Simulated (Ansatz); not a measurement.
HfB:

```
Hf B
1.0
     0.00000    2.31000    2.31000
     2.31000    0.00000    2.31000
     2.31000    2.31000    0.00000
Hf B
1 1
Direct
  0.50000 0.50000 0.50000
  0.00000 0.00000 0.00000
```

Program: Ansatz 0.2.0. Alike in all runs: potentials or basis Ansatz PAW; cell as given; cutoff (eV) 420.

Q: Order these runs on this cell by their pressure, lowest first.
A. level RPBE; spin off; k mesh 10 × 10 × 10; smearing fermi-dirac 0.05 eV; points for each segment of the path 14
B. level PBE; spin off; k mesh 10 × 10 × 10; smearing gaussian 0.017 eV
C. level PBEsol; spin SOC, no magnetisation; k mesh 7 × 7 × 7; smearing fermi-dirac 0.05 eV; points for each segment of the path 14
D. level BLYP; spin off; k mesh 10 × 10 × 10; smearing fermi-dirac 0.05 eV; points for each segment of the path 14

A: C (22.2 GPa), B (29.3 GPa), A (33.5 GPa), D (36.4 GPa).

Caveats: a pressure of tens of GPa on the cell as given is suspect, and the run, the potentials or the cell itself is likely at fault (some runs); the PAW data sets come from PBE, with cores solved anew for the run's functional, which leaves a small shift of forces and pressure (some runs); so large a pressure means that the cell lies far from this level's equilibrium, or that cutoff or potentials fall short (some runs).
